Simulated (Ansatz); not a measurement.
# GaBiSe4: the cost of one run

Program: Ansatz 0.2.0. Level of theory: DFT PBE, scalar-relativistic, plane waves, PAW, unless a step names another level. These are calculated values, not measurements.

13 further runs of the same task are left out: 3 that didn't finish, 10 set aside as unsound or not needed.

### Step 1. Plan

Pauling electronegativities: Ga 1.81, Bi 2.02, Se 2.55 (spread 0.74). The formula balances with common oxidation states: Bi +5, Ga +3, Se -2, a formal count that means little at so small a spread. Tabulated atomic sizes suggest about 26 Å³/atom. 31 candidates were drawn, by swapping species into database cells of other compounds, at random by space group and Wyckoff sites, or by hand, as the table says:

| name | made from | space group no. | Wyckoff sites | atoms (primitive cell) | V (Å³/atom) |
| --- | --- | --- | --- | --- | --- |
| c01 | random | 65 | Ga 2d; Bi 2c; Se 8q | 6 | 29.7 |
| c02 | database cell of NdCuNi4 | 65 | Ga 2b; Bi 2d; Se 4i, 4f | 6 | 27.7 |
| c03 | database cell of LuInNi4 | 216 | Ga 4b; Bi 4c; Se 16e | 6 | 25.1 |
| c04 | random | 174 | Ga 1a; Bi 1e; Se 3k, 1d | 6 | 32.9 |
| c05 | built by hand: scheelite | 88 | Ga 4a; Bi 4b; Se 16f | 12 | 25.8 |
| c06 | random | 25 | Ga 1c; Bi 1a; Se 2g, 2f | 6 | 26.8 |
| c07 | database cell of YHoC4 | 65 | Ga 2a; Bi 2c; Se 4i, 4j | 6 | 22.6 |
| c08 | database cell of MgCu4Sn | 216 | Ga 4d; Bi 4a; Se 16e | 6 | 24.6 |
| c09 | random | 99 | Ga 1b; Bi 1b; Se 4d | 6 | 26.8 |
| c10 | built by hand: ordered marcasite | 10 | Ga 1a; Bi 1h; Se 2m, 2n | 6 | 25.8 |
| c11 | database cell of FeCoAs4 | 10 | Ga 1a; Bi 1h; Se 2n, 2m | 6 | 21.9 |
| c12 | database cell of CoNiAs4 | 10 | Ga 1h; Bi 1a; Se 2n, 2m | 6 | 22.7 |
| c13 | random | 216 | Ga 4c; Bi 4b; Se 16e | 6 | 26.0 |
| c14 | database cell of DySiNi4 | 65 | Ga 2c; Bi 2a; Se 4i, 4f | 6 | 26.5 |
| c15 | built by hand: row-ordered CdI2 | 10 | Ga 1a; Bi 1f; Se 2n, 2m | 6 | 25.9 |
| c16 | random | 123 | Ga 1d; Bi 1b; Se 4o | 6 | 30.7 |
| c17 | database cell of MnCu4Sn | 216 | Ga 4c; Bi 4a; Se 16e | 6 | 25.2 |
| c18 | database cell of PrCu4Pd | 187 | Ga 1a; Bi 1e; Se 1c, 3k | 6 | 27.0 |
| c19 | random | 191 | Ga 1b; Bi 1a; Se 2d, 2e | 6 | 27.9 |
| c20 | database cell of KAlF4 | 123 | Ga 1d; Bi 1a; Se 2h, 2e | 6 | 22.2 |
| c21 | built by hand: wolframite | 13 | Ga 2f; Bi 2e; Se 4g, 4g | 12 | 25.9 |
| c22 | random | 71 | Ga 2d; Bi 2b; Se 8k | 6 | 27.4 |
| c23 | random | 139 | Ga 2b; Bi 2a; Se 8g | 6 | 26.9 |
| c24 | random | 123 | Ga 1c; Bi 1b; Se 2f, 2e | 6 | 30.3 |
| c25 | database cell of Zr4CuPd | 97 | Ga 2a; Bi 2b; Se 8j | 6 | 33.9 |
| c26 | built by hand: BPS4 (ordered SiS2) | 23 | Ga 2a; Bi 2d; Se 8k | 6 | 26.1 |
| c27 | random | 71 | Ga 2d; Bi 2c; Se 8m | 6 | 26.8 |
| c28 | database cell of Ta4CoNi | 97 | Ga 2b; Bi 2a; Se 8j | 6 | 28.6 |
| c29 | random | 187 | Ga 1a; Bi 1d; Se 3j, 1f | 6 | 26.5 |
| c30 | random | 65 | Ga 2a; Bi 2c; Se 2d, 4k, 2b | 6 | 30.7 |
| c31 | built by hand: InPS4 | 82 | Ga 2a; Bi 2d; Se 8g | 6 | 25.8 |

### Step 2. Screening run of c09

The input, input.yaml:

```yaml
crystal:
  lattice:
    - [5.59930204, 0.0, 0.0]
    - [0.0, 5.59930204, 0.0]
    - [0.0, 0.0, 5.1263937]
  atoms:
    - { symbol: Ga, position: [0.5, 0.5, 0.10539452] }
    - { symbol: Bi, position: [0.5, 0.5, 0.57349347] }
    - { symbol: Se, position: [0.25621041, 0.25621041, 0.33475773] }
    - { symbol: Se, position: [0.74378959, 0.74378959, 0.33475773] }
    - { symbol: Se, position: [0.74378959, 0.25621041, 0.33475773] }
    - { symbol: Se, position: [0.25621041, 0.74378959, 0.33475773] }
basis:
  ecutwfc: 420
kpoints:
  mp_grid: { grid: [2, 2, 3] }
hamiltonian:
  xc: pbe
scf:
  occupations: { method: gaussian, width: 0.15 }
  lower_state_search: "off"
output:
  forces: true
  stress: true
  eigenvalues: true
relax:
  adjacent_minimum: "off"
  f_tol: 0.08
  max_steps: 16
  cell: { stress_tol: 0.8 }
```

Launch:

```bash
$ ansatz run input.yaml --threads 1 --pin off --max-ram 2560MiB --backend cpu --events-out ev --progress --plain --runs-dir out
```

**Question.** How long does this run take on 1 thread of Intel Xeon at 2.70GHz, shared host, and how much memory does it need?

About 85 s, with a peak of 0.52 GiB.
